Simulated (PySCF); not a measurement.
**From one method to the next for Ga2 (triplet)**

Aim: see what other levels and later steps give for Ga2 (triplet).

Computed with PySCF 2.14.0. Level: method and basis as typed in the scripts.

1 further run of the same task is left out (it didn't finish).

**1. The system as given**

Ga2 (triplet): 2 atoms, charge 0, spin multiplicity 3.

Bond lengths: Ga1–Ga2 2.289 Å.

**2. Base script**

The input, input.py:

```python
from pyscf import gto, dft

mol = gto.M(
    atom='Ga 0 0 0; Ga 0 0 2.289',
    basis='cc-pvdz',
    charge=0,
    spin=2,
    verbose=4,
)
mf = dft.UKS(mol, xc='scan')
mf.kernel()
mf.dip_moment()
print('orbital energies (hartree):', [e[max(0, n-3):n+3].round(4) for e, n in zip(mf.mo_energy, mol.nelec)])
```

On the command line:

```bash
$ python input.py
```

**3. 0.5*hf+0.5*b88,lyp**

Variant 1 changes functional: scan → 0.5*hf+0.5*b88,lyp.

input.py: that of step 2 with these lines changed.

```diff
@@ -9,3 +9,3 @@
 )
-mf = dft.UKS(mol, xc='scan')
+mf = dft.UKS(mol, xc='0.5*hf+0.5*b88,lyp')
 mf.kernel()
```

**4. Hcth407**

Variant 2 changes functional: scan → hcth407.

input.py: that of step 2 with these lines changed.

```diff
@@ -9,3 +9,3 @@
 )
-mf = dft.UKS(mol, xc='scan')
+mf = dft.UKS(mol, xc='hcth407')
 mf.kernel()
```

**5. MP2 (UHF)**

Variant 3 changes step after the SCF: none → mp2; SCF type: UKS → UHF; functional: scan → none (Hartree–Fock); frozen orbitals: none → 18.

input.py: that of step 2 with these lines changed.

```diff
@@ -1,2 +1,2 @@
-from pyscf import gto, dft
+from pyscf import gto, scf, mp
 
@@ -9,4 +9,5 @@
 )
-mf = dft.UKS(mol, xc='scan')
+mf = scf.UHF(mol)
 mf.kernel()
+mp.MP2(mf, frozen=18).kernel()
 mf.dip_moment()
```

**6. Slater,**

Variant 4 changes functional: scan → slater,.

input.py: that of step 2 with these lines changed.

```diff
@@ -9,3 +9,3 @@
 )
-mf = dft.UKS(mol, xc='scan')
+mf = dft.UKS(mol, xc='slater,')
 mf.kernel()
```

**7. Camb3lyp**

Variant 5 changes functional: scan → camb3lyp.

input.py: that of step 2 with these lines changed.

```diff
@@ -9,3 +9,3 @@
 )
-mf = dft.UKS(mol, xc='scan')
+mf = dft.UKS(mol, xc='camb3lyp')
 mf.kernel()
```

**8. Population analysis**

Variant 6 changes step after the SCF: none → analyze.

input.py: that of step 2 with these lines changed.

```diff
@@ -11,3 +11,3 @@
 mf.kernel()
-mf.dip_moment()
+mf.analyze()
 print('orbital energies (hartree):', [e[max(0, n-3):n+3].round(4) for e, n in zip(mf.mo_energy, mol.nelec)])
```

What does the calculation give? Wanted: for each run, E(SCF); from base; gap, α spin; after the SCF.

The runs gave:

| run | E(SCF) (hartree) | from base (eV) | cycles | gap, α spin (eV) | after the SCF |
| --- | --- | --- | --- | --- | --- |
| base | -3849.930269 | 0 | 8 | 0.75 | n/a |
| 0.5*hf+0.5*b88,lyp | -3849.542441 | not comparable | 9 | 3.22 | n/a |
| hcth407 | -3851.644444 | not comparable | 9 | 0.43 | n/a |
| MP2 (UHF) | -3846.388923 | not comparable | 10 | 6.33 | MP2 correlation -3.337 eV, core frozen |
| slater, (poor choice) | -3838.048273 | not comparable | 8 | 0.48 | n/a |
| camb3lyp | -3849.822642 | not comparable | 9 | 3.79 | n/a |
| population analysis | -3849.930269 | 0.0000 | 8 | 0.75 | n/a |

What this shows: A lower total energy from another functional means nothing by itself. Rows marked «poor choice» come from settings spoiled on purpose.
